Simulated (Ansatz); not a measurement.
Runs of Ansatz 0.2.0 on VWC2. The structure is trigonal, space group R-3m (No. 166). The conventional cell has a = 3.034 Å, b = 3.034 Å, c = 14.802 Å, α = 90.00°, β = 90.00°, γ = 120.00°. Around W (site symmetry -3m) lie 6 C at 2.17 Å. Around V (site symmetry -3m) lie 6 C at 2.11 Å. C (site symmetry 3m) has 3 V at 2.11 Å and 3 W at 2.17 Å as nearest neighbours. The cell comes from a database or a generator and needn't be the stable form of this composition.

```csv
task,level,k mesh,cutoff (eV),basis error allowed,pressure (GPa),moment (μB),V0 of scaled cells (Å³/atom),B0 (GPa),largest force (eV/Å)
equation of state,LDA,10 × 10 × 10,-,0.002 eV/atom,-,-,9.36,(a),-
band structure,PBEsol,8 × 8 × 8,315,0.002 eV/atom,(b),0.00,-,-,0.10
single point,PBEsol,10 × 10 × 10,343,0.001 eV/atom,-10.6,0.00,-,-,0.11
band structure,LDA,10 × 10 × 10,316,0.002 eV/atom,-16.8,0.00,-,-,0.15
band structure,PBEsol,10 × 10 × 10,315,0.002 eV/atom,-10.6,0.00,-,-,0.11
equation of state,PBEsol,10 × 10 × 10,-,0.001 eV/atom,-,-,9.53,361,-
band structure,PBE,10 × 10 × 10,315,0.002 eV/atom,-2.0,0.00,-,-,0.10
```

Alike in all rows: potentials or basis all-electron LAPW, scalar-relativistic; spin collinear, ferromagnetic start; cell as given; smearing fermi-dirac 0.05 eV.

Q: Estimate the missing entries.

A: (a) 378; (b) -10.8.

Caveats: the cell was scaled at fixed shape and fractional positions, which overstates the stiffness of a crystal with free parameters, most of all of layers and chains (some runs); the k mesh is thin for a metal, which can move the energy by tens of meV per atom (some runs).

Not every run made on this cell is shown here.
